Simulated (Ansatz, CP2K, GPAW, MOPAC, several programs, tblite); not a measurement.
**Many methods on one cell: NaCaI3 (cubic perovskite)**

NaCaI3 built on the cubic perovskite prototype, relaxed with r2SCAN in Ansatz, was computed with several methods. The symmetry is Pm-3m (No. 221, cubic); conventional cell a = 6.126 Å, 45.98 Å³ an atom. Around Na lie 12 I at 4.33 Å; around Ca lie 6 I at 3.06 Å; around I lie 2 Ca at 3.06 Å and 4 Na at 4.33 Å. All values are calculated for a non-magnetic cell, which may be hypothetical.

```cif
data_structure
_symmetry_space_group_name_H-M 'Pm-3m'
_symmetry_Int_Tables_number 221
_cell_length_a 6.1259
_cell_length_b 6.1259
_cell_length_c 6.1259
_cell_angle_alpha 90.000
_cell_angle_beta 90.000
_cell_angle_gamma 90.000
_cell_volume 229.88
loop_
_atom_site_label
_atom_site_type_symbol
_atom_site_symmetry_multiplicity
_atom_site_Wyckoff_symbol
_atom_site_fract_x
_atom_site_fract_y
_atom_site_fract_z
_atom_site_occupancy
Na1 Na 1 a 0.00000 0.00000 0.00000 1
Ca1 Ca 1 b 0.50000 0.50000 0.50000 1
I1 I 3 c 0.50000 0.50000 0.00000 1
```

Gaps and times are for a single point on this cell; volume and bulk modulus come from each method's own relaxation or energy curve at fixed shape. Times are rough, from shared hosts (Arm Neoverse V2), and each method has its own mesh and cell size. A star marks a curve whose lowest point is an end point. PM6 (MOPAC), PM7 (MOPAC), GFN1-xTB (tblite), GFN2-xTB (tblite) treat a cluster of cells at its zone centre, which samples few k points: where these miss a band edge, the gap comes out too large for that reason alone. Gaps from k meshes are read at a limited set of points (mesh, symmetry points, PBE's band edges), so each method's own least gap may be somewhat smaller. xTB and the PM methods were fitted mostly to molecules, and can miss a solid's gap by electronvolts. Minimal bases can be far off for gaps. GLLB-SC's gap includes the derivative discontinuity. d marks a direct gap, i an indirect one (no mark: not told apart), a dash a value that wasn't computed or didn't pass its checks.

| method | kind | gap (eV) | own volume (Å³/atom) | bulk modulus (GPa) | atoms computed | processor time |
| --- | --- | --- | --- | --- | --- | --- |
| GFN1-xTB (tblite) | tight binding | 1.19 | 42.24 | 27 | 40 | 1.5 s |
| light PBE (260 eV, its own mesh) | light plane-wave | 2.41 i | – | – | 5 | 1.9 s |
| GFN2-xTB (tblite) | tight binding | 1.60 | – | – | 40 | 2.1 s |
| PM7 (MOPAC) | semi-empirical | 9.52 | 41.71* | – | 40 | 2.2 s |
| PM6 (MOPAC) | semi-empirical | 5.67 | – | – | 40 | 2.8 s |
| PBE | semilocal | 2.40 i | 46.41 | 15 | 5 | 6.2 s |
| PBE/SZV (CP2K) | small basis | 1.23 i | – | – | 5 | 12 s |
| r2SCAN | semilocal | 3.08 i | 45.98 | 17 | 5 | 14 s |
| PBE/DZVP (CP2K) | small basis | 2.41 i | 46.44 | 16 | 5 | 16 s |
| GLLB-SC (GPAW) | model potential | 6.22 | – | – | 5 | 61 s |

Against r2SCAN (3.08 eV) the nearest gap at the points sampled is that of light PBE (260 eV, its own mesh) (-0.67 eV) and the farthest that of PM7 (MOPAC) (+6.45 eV). r2SCAN is only a yardstick of convenience: semilocal gaps usually lie below measured ones, which GLLB-SC and hybrids aim to mend.

Volumes against r2SCAN's: GFN1-xTB (tblite) -8.1 %, PBE +0.9 %, PBE/DZVP (CP2K) +1.0 %.

No spin-orbit coupling is included; it can move band edges with weight on the heavy atoms by tenths of an eV.
